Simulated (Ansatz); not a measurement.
# Pt: the cost of one run

Program: Ansatz 0.2.0. Level of theory: DFT PBEsol, scalar-relativistic. These are calculated values, not measurements.

## (1) The system as given

The structure is cubic, space group Fm-3m (No. 225). The conventional cell has a = 3.922 Å, b = 3.922 Å, c = 3.922 Å, α = 90.00°, β = 90.00°, γ = 90.00°. Around Pt (site symmetry m-3m) lie 12 Pt at 2.77 Å.

Structure file:

```cif
data_structure
_symmetry_space_group_name_H-M 'P 1'
_symmetry_Int_Tables_number 1
_cell_length_a 2.7731
_cell_length_b 2.7731
_cell_length_c 2.7731
_cell_angle_alpha 60.000
_cell_angle_beta 60.000
_cell_angle_gamma 60.000
_cell_volume 15.08
loop_
_atom_site_label
_atom_site_type_symbol
_atom_site_fract_x
_atom_site_fract_y
_atom_site_fract_z
_atom_site_occupancy
Pt1 Pt 0.00000 0.00000 0.00000 1
```

The cell comes from a crystallographic database entry that wasn't checked; take it as a given geometry, which may be far from equilibrium.

## (2) Frozen-core PAW

Input file input.yaml:

```yaml
crystal:
  lattice:
    - [0.0, 1.9609, 1.9609]
    - [1.9609, 0.0, 1.9609]
    - [1.9609, 1.9609, 0.0]
  atoms:
    - { symbol: Pt, position: [0.0, 0.0, 0.0] }
kpoints:
  mp_grid: { grid: [14, 14, 14] }
scf:
  occupations: { method: fermi_dirac, width: 0.05 }
hamiltonian:
  xc: pbesol
  pseudopotentials: { kind: paw }
output:
  forces: true
  stress: true
  efg: { contact_densities: true }
relax:
  f_tol: 0.005
  max_steps: 80
  cell: {}
```

Command:

```
$ ansatz run input.yaml --threads 1 --pin off --max-ram 2048MiB --backend cpu --events-out ev --progress --plain --runs-dir out
```

**Question.** How long does this run take on 1 thread of Arm Neoverse V1, shared host?

About 6 s.
